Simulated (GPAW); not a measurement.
Wanted: an ASE script for a GPAW 26.7.0 run.

```yaml
Task: relaxation of cell and atoms
Functional: PBE
Potentials_or_basis: GPAW PAW data sets (gpaw-data 1.2.1)
Cutoff: 800 eV
Basis: pw
k_mesh: 5 × 5 × 5
Occupations: fermi-dirac, width 0.05 eV
Spin: no spin polarisation
Maxiter: 150
Optimizer: BFGS
Fmax: 0.02 eV/Å
Max_steps: 60
Convergence: density=1e-05 forces=0.0001
```

The structure of Zr3MoC lies in Zr3MoC.xyz:

```xyz
5
Lattice="4.9425100000 0.0000000000 0.0000000000 0.0000000000 4.9425100000 0.0000000000 0.0000000000 0.0000000000 4.9425100000" Properties=species:S:1:pos:R:3 pbc="T T T"
Zr     2.4712550000      0.0000000000      0.0000000000
Zr     0.0000000000      2.4712550000      0.0000000000
Zr     0.0000000000      0.0000000000      2.4712550000
Mo     0.0000000000      0.0000000000      0.0000000000
C      2.4712550000      2.4712550000      2.4712550000
```

The cell was built by a generator and needn't be a form met in nature.

One way to write it, as run:

run.py

```python
from ase.filters import FrechetCellFilter
from ase.io import read, write
from ase.optimize import BFGS
from gpaw import GPAW, PW

atoms = read('Zr3MoC.xyz')

calc = GPAW(mode=PW(800),
            xc='PBE',
            kpts={'size': (5, 5, 5), 'gamma': True},
            occupations={'name': 'fermi-dirac', 'width': 0.05},
            nbands=49,
            convergence={'density': 1e-05, 'forces': 0.0001},
            maxiter=150,
            txt='gpaw.txt')
atoms.calc = calc
opt = BFGS(FrechetCellFilter(atoms), trajectory='relax.traj', logfile='-')
done = opt.run(fmax=0.02, steps=60)
calc.write('gs.gpw')
write('result.traj', atoms)
print('Converged:', done)
print('Cell:', atoms.cell.cellpar().round(4))
print('Volume:', round(atoms.get_volume(), 4))
print(atoms.get_scaled_positions().round(5))
```

Potentials or basis: GPAW PAW data sets (gpaw-data 1.2.1), pw.

Command:

```bash
$ OMP_NUM_THREADS=1 python run.py
```

Results of the run:

```
Relaxed volume                         : 24.24 Å³/atom
Relaxed cell                           : a = 4.949 Å, b = 4.949 Å, c = 4.949 Å, α = 90.00°, β = 90.00°, γ = 90.00°
Space group after relaxing (to 0.05 Å) : Pm-3m (No. 221)
Energy gained by relaxing              : 0.1 meV/atom
Ionic steps                            : 3
Pressure after relaxing                : 0.0 GPa
Band gap on the k mesh                 : none (metal or under the smearing width)
```

Caveat: later steps reuse the first step's grids.

Wall time 3.9 min on 1 thread of Arm Neoverse V1, with other jobs on the host, peak memory 0.36 GiB.
